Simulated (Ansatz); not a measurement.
Relaxation of a periodic cell of 17 atoms, K$_{16}$Na (host K, host structure bcc, interstitial Na), to a largest force component of 0.03 eV/Å in at most 60 steps.

Theory: DFT PBE-D3(BJ), scalar-relativistic, plane waves, PAW (Ansatz 0.2.0). Settings: cutoff 420 eV, k mesh 2x2x2, fermi-dirac smearing 0.15 eV, no spin polarisation.

```xyz
17
Lattice="10.4600 0.0000 0.0000 0.0000 10.4600 0.0000 0.0000 0.0000 10.4600" Properties=species:S:1:pos:R:3
K 0.000 0.000 0.000
K 5.230 0.000 0.000
K 0.000 5.230 0.000
K 0.000 0.000 5.230
K 2.615 2.615 2.615
K 5.230 5.230 0.000
K 5.230 0.000 5.230
K 7.845 2.615 2.615
K 0.000 5.230 5.230
K 2.615 7.845 2.615
K 2.615 2.615 7.845
K 5.230 5.230 5.230
K 7.845 7.845 2.615
K 7.845 2.615 7.845
K 2.615 7.845 7.845
K 7.845 7.845 7.845
Na -0.016 2.715 -1.237
```

Question: Where does it end, and by what steps?

Answer: The forces met the threshold. Limits of this set-up: coarse k mesh, a small cell, in which the defect meets its images, a typed lattice constant that wasn't relaxed here. After 4 steps the energy has fallen by 0.869 eV; K3 moved furthest, 0.62 Å. Joined: K4–Na17 (4.83 → 4.42 Å).

| step | energy less start (eV) | largest force component (eV/Å) | accepted |
| --- | --- | --- | --- |
| 0 | 0.0000 | 0.918 | yes |
| 1 | -0.3057 | 0.673 | yes |
| 2 | -0.6734 | 0.352 | yes |
| 3 | -0.8438 | 0.092 | yes |
| 4 | -0.8691 | 0.019 | yes |

```xyz
17
Lattice="10.4600 0.0000 0.0000 0.0000 10.4600 0.0000 0.0000 0.0000 10.4600" Properties=species:S:1:pos:R:3
K 0.001 -0.529 0.139
K 5.232 -0.133 0.111
K 0.001 5.814 0.205
K 0.000 0.198 5.518
K 2.408 2.616 2.346
K 5.233 5.354 0.116
K 5.226 0.073 4.910
K 8.051 2.616 2.349
K 0.000 5.036 5.503
K 2.555 7.867 2.945
K 3.139 2.606 7.677
K 5.227 5.156 4.904
K 7.905 7.867 2.946
K 7.313 2.605 7.667
K 2.760 7.829 7.733
K 7.701 7.829 7.732
Na -0.008 2.672 -1.276
```

Whether the end is a true minimum wasn't checked by a vibrational analysis.

Run time: 14 s on 4 threads of AMD EPYC 9R45 (Zen 5) (shared host), peak memory 2.6 GiB.
